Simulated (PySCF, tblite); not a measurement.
**C6H10NO radical: geometry, infrared bands and EPR parameters**

What infrared bands and EPR parameters should C6H10NO radical (`[H]/[C]=C\CC(=O)N(C)C`) show?

Computed with tblite 0.8.0 and PySCF 2.14.0, with density-fitted response routines of our own, on a single molecule in the gas phase. Atoms are numbered from 0 throughout.

**1. The molecule as given**

18 atoms, charge 0, multiplicity 2; geometry from: force field or distance geometry start.

Bonds of the start (Å): C0–C1 1.31, C1–C2 1.50, C2–C3 1.54, C3–O4 1.24, C3–N5 1.39, N5–C6 1.46, N5–C7 1.44, C0–H8 1.06, C1–H9 1.09, C2–H10 1.09, C2–H11 1.09, C6–H12 1.10, C6–H13 1.09, C6–H14 1.09, C7–H15 1.10, C7–H16 1.09, C7–H17 1.09.

**2. Relaxing the molecule with GFN2-xTB**

Job settings and geometry (Å):

```
{"job": {"kind": "relax", "xc": "GFN2-xTB", "basis": "xTB"}, "charge": 0, "multiplicity": 2}
C      3.010800     0.907900     0.125700
C      1.861100     1.126300     0.717100
C      0.976200     0.045900     1.270500
C     -0.480300     0.345500     0.867800
O     -1.158400     1.089400     1.589400
N     -0.994000    -0.254600    -0.275200
C     -0.220700    -1.050200    -1.218900
C     -2.393300    -0.082300    -0.579700
H      3.941200     0.743400    -0.360200
H      1.562900     2.148900     0.925700
H      1.269400    -0.956600     0.959000
H      1.014500     0.058300     2.364500
H     -0.457200    -2.106600    -1.029900
H      0.857200    -0.899200    -1.122500
H     -0.515600    -0.774700    -2.233100
H     -2.855600    -1.074800    -0.689200
H     -2.937900     0.457700     0.200300
H     -2.489200     0.462000    -1.523000
```

Launch:

```
> OMP_NUM_THREADS=1 python probes_run.py task.json out
```

The driver reads the jobs from task.json and runs them one after another.

**Question.** This job is followed by: GFN2-xTB harmonic vibrations, gas phase; UKS B3LYP, pcH-1 on C H N O, non-relativistic, mean-field spin-orbit, GIAO. What will the session give for the following? strongest single infrared mode (GFN2-xTB); zero-point energy (GFN2-xTB); g(iso) (B3LYP); ⟨S²⟩; largest a(iso) (averaged by class); potential on the surface of density 0.002 e/bohr³, 1st and 99th percentile.

The runs gave:

```
                                                                  quantity                  value
                                 strongest single infrared mode (GFN2-xTB)  1704 cm⁻¹, 309 km/mol
                                              zero-point energy (GFN2-xTB)          91.5 kcal/mol
                                                            g(iso) (B3LYP)                2.00220
                                                                      ⟨S²⟩     0.759 (exact 0.75)
                                        largest a(iso) (averaged by class)   13C on C0, 308.7 MHz
potential on the surface of density 0.002 e/bohr³, 1st and 99th percentile     -2.02 V and 1.25 V
```

What this shows: Over 91 steps the energy fell by 0.334 eV; of the close pairs, C3–N5 changed most, 1.389 to 1.353 Å. No mode is imaginary among the 48: a minimum at this level. The strongest single mode, at 1704 cm⁻¹, is spread over several atoms, C3, C1, C0, O4 among them. GFN2-xTB is a fitted tight-binding method: band positions and strengths are rough. Its intensities can rank the bands wrongly. Most of the unpaired spin sits on C0 (1.03 e). The isotropic g lies 0.1 ppt below the free-electron value. These values are for one conformer; the search (at its own cheap level) found 2 more, at 1.46, 2.75 kcal/mol, and measured spectra average over such forms.
